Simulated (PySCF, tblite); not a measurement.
# C7H16OSi: geometry, infrared bands, NMR shifts, electronic excitations and core binding energies

Aim: predict the infrared bands, NMR shifts, electronic excitations and core binding energies of C7H16OSi (`CC(C)(C)[Si@@H](O)C1CC1`).

Programs: tblite 0.8.0 and PySCF 2.14.0, with density-fitted response routines of our own. Each step states its level of theory. These are calculated values for one molecule in the gas phase, unless marked as measured. Atoms are numbered from 0 throughout.

**1. The starting structure**

25 atoms, charge 0, multiplicity 1; geometry from: GFN2-xTB.

Bonds of the start (Å): C0–C1 1.53, C1–C2 1.53, C1–C3 1.53, C1–Si4 1.91, Si4–O5 1.63, Si4–C6 1.89, C6–C7 1.50, C7–C8 1.49, C8–C6 1.50, C0–H9 1.09, C0–H10 1.09, C0–H11 1.09, C2–H12 1.09, C2–H13 1.09, C2–H14 1.09, C3–H15 1.09, C3–H16 1.09, C3–H17 1.09, Si4–H18 1.47, O5–H19 0.95, C6–H20 1.08, C7–H21 1.08, C7–H22 1.08, C8–H23 1.08, C8–H24 1.08.

**2. Harmonic vibrations with GFN2-xTB**

What the job is given:

```
{"job": {"kind": "ir", "xc": "GFN2-xTB", "basis": "xTB"}, "charge": 0, "multiplicity": 1}
C     -2.308374     1.005659     0.830785
C     -1.245109     0.414690    -0.093968
C     -1.864407    -0.744371    -0.876584
C     -0.792621     1.490619    -1.081287
Si     0.242432    -0.190468     0.944507
O     -0.384480    -1.328108     1.933581
C      1.611319    -0.908798    -0.134180
C      2.680643    -0.015777    -0.694413
C      3.018205    -0.979486     0.392074
H     -2.641861     0.260203     1.547701
H     -3.171038     1.343396     0.256421
H     -1.911053     1.855031     1.382001
H     -2.188196    -1.530881    -0.199525
H     -2.730970    -0.400667    -1.441716
H     -1.148146    -1.165795    -1.578770
H     -0.043712     1.096530    -1.764492
H     -1.637978     1.848510    -1.668825
H     -0.360413     2.339908    -0.556492
H      0.806572     0.905102     1.747611
H      0.177915    -1.878065     2.472501
H      1.327947    -1.736514    -0.775143
H      2.646133     1.034192    -0.447794
H      3.049835    -0.214246    -1.689724
H      3.215526    -0.585667     1.377807
H      3.619036    -1.842542     0.145329
```

**Question.** This job is followed by: PBE0-D3(BJ)/def2-SVP geometry optimisation, gas phase; GIAO PBE0/pcSseg-1 NMR shielding, non-relativistic, gas phase; TDDFT CAM-B3LYP/def2-SVPD, vertical, gas phase, core orbitals frozen in the response; GIAO CAM-B3LYP/pcSseg-1 NMR shielding, non-relativistic, gas phase; delta-SCF UKS SCAN, pcX-2 on the ionised atom, pcseg-1 elsewhere, spin-free X2C. What will the session give for the following? strongest single infrared mode (GFN2-xTB); zero-point energy (GFN2-xTB); point group; rotational constants (main isotopes); ¹³C shifts against TMS (PBE0/pcSseg-1, means over atoms taken as alike); ¹H shifts against TMS (PBE0/pcSseg-1, means over atoms taken as alike); ²⁹Si shifts against TMS (PBE0/pcSseg-1); ¹⁷O shifts against H2O (PBE0/pcSseg-1); lowest singlet (CAM-B3LYP/def2-SVPD); brightest single state of those computed; lowest triplet; vertical ionisation energy (ΔSCF); C1s binding energies, SCAN/pcX-2; Si1s binding energies, SCAN/pcX-2; Si2p binding energies, SCAN/pcX-2; O1s binding energies, SCAN/pcX-2; range of the shift of O5.

As calculated:

| quantity | value |
| --- | --- |
| strongest single infrared mode (GFN2-xTB) | 2193 cm⁻¹, 325 km/mol |
| zero-point energy (GFN2-xTB) | 134.4 kcal/mol |
| point group | C1 |
| rotational constants (main isotopes) | 2.02, 0.95, 0.79 GHz |
| ¹³C shifts against TMS (PBE0/pcSseg-1, means over atoms taken as alike) | 26.3, 19.2, 1.9, 1.2, -5.6 ppm |
| ¹H shifts against TMS (PBE0/pcSseg-1, means over atoms taken as alike) | 3.88, 1.05, 0.88, 0.59, 0.57, 0.20, 0.18, -0.42 ppm |
| ²⁹Si shifts against TMS (PBE0/pcSseg-1) | 22.5 ppm |
| ¹⁷O shifts against H2O (PBE0/pcSseg-1) | 32.5 ppm |
| lowest singlet (CAM-B3LYP/def2-SVPD) | 7.18 eV (173 nm), f = 0.004 |
| brightest single state of those computed | state 6, 8.15 eV, f = 0.038 |
| lowest triplet | 6.97 eV |
| vertical ionisation energy (ΔSCF) | 9.39 eV |
| C1s binding energies, SCAN/pcX-2 | C8 290.63, C7 290.62, C0 290.13, C6 289.99, C1 289.81 eV |
| Si1s binding energies, SCAN/pcX-2 | Si4 1846.24 eV |
| Si2p binding energies, SCAN/pcX-2 | Si4 106.57 eV |
| O1s binding energies, SCAN/pcX-2 | O5 538.01 eV |
| range of the shift of O5 | 32.5 to 33.7 ppm |

In words: All 69 modes are real, so the xTB geometry is a minimum. The strongest single mode, at 2193 cm⁻¹, moves mainly H18. Unscaled tight-binding wavenumbers are off by several per cent, some by more. Its intensities can rank the bands wrongly. The optimisation took 3 steps and gained 0.130 eV; among the close pairs (by a distance rule), Si4–O5 changed most, from 1.633 to 1.676 Å. No frequency check was run at this level, so the end point may be a saddle. At PBE0/pcSseg-1: Shielding is most anisotropic at C6 (span 76 ppm, paramagnetic term -63 ppm). The lowest singlet, at 7.18 eV, is HOMO→LUMO 0.82 and is weak; of the 10 states computed, the strongest absorption comes from state 6 at 8.15 eV (the last state computed is bright too, and its partners may lie past the list). The lowest triplet lies 0.21 eV below the lowest singlet (triplets in Tamm-Dancoff, singlets in full TDDFT). The orbital energy would give 8.83 eV for ionisation, ΔSCF gives 9.39 eV. The C1s levels kept as sound span 0.82 eV, from C1 (fully substituted sp3 carbon bonded to Si) up to C8 (three-membered-ring carbon). Across the 2 runs the shift of O5 moves most, between 32.5 (PBE0/pcSseg-1) and 33.7 ppm (CAM-B3LYP/pcSseg-1).
